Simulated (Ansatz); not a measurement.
Run this with the Python package of Ansatz (0.2.0) and show what comes out.

The script, `deck.py`:
```python
# -*- coding: utf-8 -*-
'''Run CH3BO2 from an input written out key by key.'''

import ansatz
import numpy as np

DECK = '''
crystal:
  periodic: [false, false, false]
  atoms:
    - { symbol: B, position_ang: [-0.6107, 0.8998, -0.1846] }
    - { symbol: C, position_ang: [0.0534, -0.4394, -0.1118] }
    - { symbol: O, position_ang: [-0.38, -1.3967, -0.8297] }
    - { symbol: O, position_ang: [1.215, -0.5914, 0.7406] }
    - { symbol: H, position_ang: [-1.5788, 1.086, -0.9384] }
    - { symbol: H, position_ang: [-0.2823, 1.8648, 0.4625] }
    - { symbol: H, position_ang: [1.6445, -1.4912, 0.8157] }
basis:
  gaussian: { orbitals: def2-SVP, nuclear_model: gaussian }
correlation:
  method: mp2
output:
  forces: true
'''

session = ansatz.Session.from_yaml(DECK)
rep = session.plan(threads=1).execute().report

print(f'E = {rep["free_energy_ev"]:.6f} eV = {rep["free_energy_ev"] / 27.211386246:.7f} Ha')
print('converged:', rep['converged'], ' doubts:', rep['published_state_doubts'] or 'none')
symbols = ['B', 'C', 'O', 'O', 'H', 'H', 'H']
print('correlation energy', round(rep['free_energy_ev'] - rep['reference_energy_ev'], 5), 'eV')
cluster = rep['correlation'].get('coupled_cluster')
if cluster:
    print('cycles', cluster['cycles'], ' T1 diagnostic', round(cluster['t1_diagnostic'], 4), ' largest double', round(cluster['largest_double'], 4))
field = rep['mean_field']
print('<S^2> =', round(abs(field['state']['spin_squared']), 4), ' all-electron relativity setting:', field['relativity'])
print('passes:', field['passes'])
if 'symmetry' in field:
    print('occupied orbitals by irrep:', field['symmetry']['occupied'])

forces = np.array(rep['forces_ev_ang'])
print('largest force', round(float(np.linalg.norm(forces, axis=1).max()), 4), 'eV/A, rms', round(float(np.sqrt((forces ** 2).mean())), 4))
charges = rep['charge_distribution']
print('dipole moment', round(4.803205 * float(np.linalg.norm(charges['dipole_moment_e_ang'])), 3), 'D')
print('Mulliken:', [(s, round(q, 3)) for s, q in zip(symbols, charges['mulliken_charges_e'])])
```

Running `python deck.py` prints:
```text
E = -5833.753586 eV = -214.3864900 Ha
converged: True  doubts: none
correlation energy -15.93689 eV
<S^2> = 0.0  all-electron relativity setting: none
passes: {'evaluations': 12, 'products': 28}
occupied orbitals by irrep: [{'A': 15}, {'A': 15}]
largest force 7.0554 eV/A, rms 2.0463
dipole moment 1.157 D
Mulliken: [('B', 0.169), ('C', 0.306), ('O', -0.253), ('O', -0.353), ('H', -0.04), ('H', -0.049), ('H', 0.22)]
```

Reading the output:
- The settings weren't tested for convergence.
- The geometry is a force-field or estimated start, not a minimum of this method, and the basis set is short of its limit.
- It ran for 1.5 s on 1 thread of Arm Neoverse V1, with other jobs on the host, peak memory 0.18 GiB.

(A comment or docstring line of the script was reworded after the run, the code is as it ran; lines on the test bed's own set-up are left out of the output.)
